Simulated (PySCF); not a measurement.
**A diatomic session: TiC**

Aim: find the lowest electronic state of TiC, scan its bond at several levels of theory, and get bond length, wavenumber and dissociation energy from each curve.

The runs use PySCF 2.14.0; Ti def2-TZVPPD, C def2-TZVPPD, no relativity.

1 further run of the same task is left out (it didn't finish).

## Step 1: The job

Settings of the job:

| Quantity | Value |
| --- | --- |
| atoms | Ti, C |
| charge | 0 |
| basis | Ti def2-TZVPPD, C def2-TZVPPD |
| Hamiltonian | no relativity |
| basis functions | 104 |
| electrons treated | 28 |
| masses in u | 47.9479, 12.0000 |
| levels | PBE0, PBE, r²SCAN, r²SCANh, B97-3, M06-L, PW91, r²SCAN0, ωB97X, HF, MP2, SCS-MP2 |
| grid | 80 radial by 434 angular points |
| occupations | held fixed by the projection of orbital angular momentum |
| dissociation limit | Ti + C, each in its ground configuration |
| starting distance in angstrom | 1.975 |
| values of 2S to try | 0, 2, 4, 6 |

Command:

```sh
$ OMP_NUM_THREADS=2 python dia.py task.json out
```

After this run come: The PBE0 curve of the state that the search chose; Other states along the same grid; PBE (GGA); r²SCAN; r²SCANh; B97-3 (global hybrid GGA); M06-L (meta-GGA); PW91 (GGA); r²SCAN0 (hybrid meta-GGA); ωB97X (range-separated hybrid); UHF (mean field).

**Question.** What will these runs give? Wanted: for each run, Re; ωe; De; μ.

The runs gave:

Lowest PBE0 solution found, without spin–orbit coupling: quintet, unpaired electrons σ ↑↑, π ↑, δ ↑. State 2 has its PBE0 minimum 0.01 eV higher. State 3 has its PBE0 minimum 0.13 eV higher. The other levels ran on the lowest alone.

```csv
level,Re (Å),ωe (cm⁻¹),De (eV),μ (D)
PBE,1.827,797,4.41,-3.15
PW91,1.826,799,4.44,-3.16
r²SCAN,1.820,810,4.08,-3.39
M06-L,1.825,802,3.78,-3.29
r²SCANh,1.813,812,3.72,-3.52
PBE0,1.804,844,3.48,-3.49
B97-3,1.811,836,2.88,-3.49
```

De is counted to Ti + C in their ground configurations. A positive dipole means Ti(−)C(+). No constants: UHF (the points don't follow one smooth fit); UHF-MP2 (the points don't follow one smooth fit); UHF-SCS-MP2 (the points don't follow one smooth fit); r²SCAN0 (the points don't follow one smooth fit); ωB97X (the points don't follow one smooth fit).

**Reading.** The methods spread over 0.022 Å in bond length, from PBE0 to PBE. Among the levels with a De in the table, it runs from 2.88 eV (B97-3) to 4.44 eV (PW91).

Correlated steps freeze 6 core orbitals. With d or f electrons several states lie close, and the lowest PBE0 determinant need not be the measured ground state. At some levels the lowest empty orbital lies below the highest filled one (the two can be of opposite spin).
